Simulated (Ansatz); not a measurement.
# HfN (doublet): from a generated start to a stationary point

Aim: relax a generated start of HfN (doublet) and see which bonds hold.

The runs use Ansatz 0.2.0, Gaussian basis; UKS PBE0/def2-TZVP.

## (1) Where the work starts

2 atoms, charge 0, spin multiplicity 2.

Atoms are counted from 1 here; the program's logs count them from 0.

Bond lengths: Hf1–N2 2.160 Å.

The start is set by covalent radii. Sticks and bond lists go by distance. No spin-orbit coupling is included. Elements past krypton take def2 core potentials.

## (2) The run

File in.yaml:

```yaml
crystal:
  periodic: [false, false, false]
  atoms:
    - {symbol: Hf, position_ang: [0.000000, 0.000000, 0.000000]}
    - {symbol: N, position_ang: [0.000000, 0.000000, 2.160000]}
basis:
  gaussian: {orbitals: def2-TZVP}
magnetization: {spin_polarized: true, initial_magnetization: 1}
hamiltonian: {xc: pbe0}
relax: {f_tol: 0.004, max_steps: 80}
```

Started as:

```sh
> ansatz run in.yaml --threads 1 --pin off --events-out ev --progress --plain --max-ram 1740MiB
```

What does the calculation give? Wanted: energy gained; shift from the start; total energy; dipole moment; ⟨S²⟩.

The runs gave:

| quantity | value |
| --- | --- |
| steps | 6 |
| energy gained | 2.019 eV |
| shift from the start (rms) | 0.222 Å |
| total energy | -2791.4365 eV |
| dipole moment | 5.44 D |
| ⟨S²⟩ | 0.759 |

**Reading.** The bonds of the start are those of the end. Hf1–N2 went from 2.160 to 1.717 Å. No vibrations were run, so this is a stationary point, not a proven minimum, and this spin need not be the ground state's.
